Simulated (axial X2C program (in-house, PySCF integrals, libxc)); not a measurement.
# EuH: the levels of the configuration f6 s2

Aim: the spin–orbit levels of EuH that arise from the configuration f6 s2 of Eu, and how they move with the bond.

Computed with an in-house X2C program for linear molecules on PySCF integrals. Level: two-component X2C, average-of-configuration Hartree–Fock and CI in the open shells.

All values are calculated.

**1. Input**

Contents of task.json:

```json
{
 "zs": [
  63,
  1
 ],
 "q": 0,
 "bas": [
  "dyall-v3z",
  "dyall-v3z"
 ],
 "r0": 1.85,
 "metal": 0,
 "shells": [
  [
   3,
   [
    0,
    1,
    2,
    3
   ],
   6
  ],
  [
   0,
   [
    0
   ],
   2
  ]
 ],
 "fix": 0,
 "emax": 2.2,
 "nroots": 4
}
```

Keys: zs atomic numbers; q charge; bas basis sets; r0 starting distance in Å; metal index of the metal atom; shells open shells as [l, |m| values, electrons]; fix electron count of the first shell held; emax energy window in eV; nroots roots for each Ω.

Run with:

```console
$ python soci.py task.json out
```

Two-component X2C with atomic mean-field Coulomb and Gaunt terms, basis Eu dyall-v3z, H dyall-v3z (cores contracted in-house). Orbitals come from Hartree–Fock averaged over the configuration Eu f6 s2; CI then distributes these electrons over the f, s shells of Eu.

**2. CI at R = 1.984 Å**

Before running it: what results should come out? Wanted: lowest level of the model; next level; lowest curve, Re and ωe.

**Answer**, as computed:

| quantity | value |
| --- | --- |
| lowest level of the model | Ω = 0, g∥ = 0.00, 100% f6 s2 |
| next level | Ω = 1, 192 cm⁻¹ higher |
| lowest curve, Re and ωe | 1.990 Å, 1494.6 cm⁻¹ |

In words: From 1.984 to 2.143 Å the gap from the lowest to the fifth level goes from 1477 to 1423 cm⁻¹. Without dynamic correlation distances can be off by several hundredths of an Å, and the wavenumbers are rough. Dynamic correlation is missing, so gaps between terms are too wide and other configurations may lie lower; the lowest level listed is that of this model, not necessarily the ground state. At most 4 roots were kept for each Ω > 0 (twice that for Ω = 0) within 2.2 eV of the lowest, so higher up levels can be missing between those listed; levels with Ω > 0 are doubly degenerate and listed once, Ω = 0 levels singly.
